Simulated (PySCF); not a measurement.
# C3H6Cl2Si: the cost of one run

The runs use PySCF 2.14.0, with density-fitted response routines of our own; the level of theory stands in each step. All values are computed, except where a source is named. Atoms are numbered from 0 throughout.

## 1. The starting structure

12 atoms, charge 0, multiplicity 1; geometry from: GFN2-xTB. The atoms were then displaced at random by about 0.01 Å, so the start is not that level's minimum.

Bonds of the start (Å): C0–C1 1.33, C1–C2 1.49, C2–Cl3 1.80, C2–Si4 1.91, Si4–Cl5 2.02, C0–H6 1.09, C0–H7 1.08, C1–H8 1.06, C2–H9 1.11, Si4–H10 1.44, Si4–H11 1.46.

## 2. Geometry optimisation at PBE0-D3(BJ)/def2-SVP

The job: settings as JSON, then the geometry in Å.

```
{"job": {"xc": "PBE0", "basis": "def2-SVP", "d3": "d3bj", "grid": 1, "shake": 0.01, "kind": "geom"}, "charge": 0, "multiplicity": 1}
C      1.997060     0.581900     0.004910
C      1.020140    -0.261350    -0.309600
C     -0.181250    -0.518560     0.534890
Cl    -0.313430    -2.291800     0.788710
Si    -1.806710     0.085140    -0.260530
Cl    -1.649500     2.084880    -0.496030
H      1.966400     1.163420     0.922710
H      2.821650     0.803720    -0.662380
H      1.059060    -0.807100    -1.215120
H     -0.016520    -0.096250     1.549240
H     -1.969120    -0.555710    -1.539210
H     -2.888090    -0.216550     0.673380
```

On the command line:

```console
> OMP_NUM_THREADS=1 python probes_run.py task.json out
```

The driver reads the jobs from task.json and runs them one after another.

Q: Estimate the wall time and peak memory of this first job on 1 thread of Arm Neoverse V2, shared host.

About 42 s, with a peak of 0.53 GiB.
